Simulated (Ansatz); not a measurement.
# AlInSb2: the cost of one run

Computed with Ansatz 0.2.0 (DFT PBEsol, scalar-relativistic, plane waves, PAW, unless a step's input says otherwise).

## Step 1: The system as given

It takes space group P-4m2 (No. 115, tetragonal). Conventional cell: a = 4.506 Å, b = 4.506 Å, c = 6.349 Å, α = 90.00°, β = 90.00°, γ = 90.00°. Around Al (site symmetry -4m2) lie 4 Sb at 2.70 Å. Around In (site symmetry -4m2) lie 4 Sb at 2.82 Å. Sb (site symmetry 2mm) is surrounded by 2 Al at 2.70 Å and 2 In at 2.82 Å.

Structure file:

```cif
data_structure
_symmetry_space_group_name_H-M 'P-4m2'
_symmetry_Int_Tables_number 115
_cell_length_a 4.5062
_cell_length_b 4.5062
_cell_length_c 6.3488
_cell_angle_alpha 90.000
_cell_angle_beta 90.000
_cell_angle_gamma 90.000
_cell_volume 128.92
loop_
_atom_site_label
_atom_site_type_symbol
_atom_site_symmetry_multiplicity
_atom_site_Wyckoff_symbol
_atom_site_fract_x
_atom_site_fract_y
_atom_site_fract_z
_atom_site_occupancy
Al1 Al 1 a 0.00000 0.00000 0.00000 1
In1 In 1 c 0.50000 0.50000 0.50000 1
Sb1 Sb 2 g 0.00000 0.50000 0.23337 1
```

It goes back to an entry of the Materials Project, which need not be the stable form.

The cell is taken as given, not relaxed at this level.

## Step 2: The reference cell

The reference gives a free energy of -18866.4860 eV, pressure -0.73 GPa, largest force 0.012 eV/Å and gap on the mesh 0.39 eV. It was computed beforehand with the settings of the runs below.

## Step 3: Normal modes

The input, input.yaml:

```yaml
crystal:
  lattice:
    - [4.50616554, 0.0, 0.0]
    - [0.0, 4.50616554, 0.0]
    - [0.0, 0.0, 6.34882299]
  atoms:
    - { symbol: Al, position: [0.0, 0.0, 0.0] }
    - { symbol: In, position: [0.5, 0.5, 0.5] }
    - { symbol: Sb, position: [0.0, 0.5, 0.23336537] }
    - { symbol: Sb, position: [0.5, 0.0, 0.76663463] }
basis:
  ecutwfc: 420
kpoints:
  mp_grid: { grid: [8, 8, 6] }
hamiltonian:
  xc: pbesol
scf:
  occupations: { method: gaussian, width: 0.03 }
output:
  eigenvalues: true
phonons:
  method: fd
  supercell: [1, 1, 1]
  amplitude: 0.02
  eigenvectors: true
  dielectric: false
```

On the command line:

```bash
ansatz run input.yaml --threads 2 --pin off --max-ram 5120MiB --backend cpu --events-out ev --progress --plain --runs-dir out
```

**Question.** How long does this run take on 2 threads of Arm Neoverse V2, shared host, and how much memory does it need?

About 2 min, with a peak of 0.84 GiB.
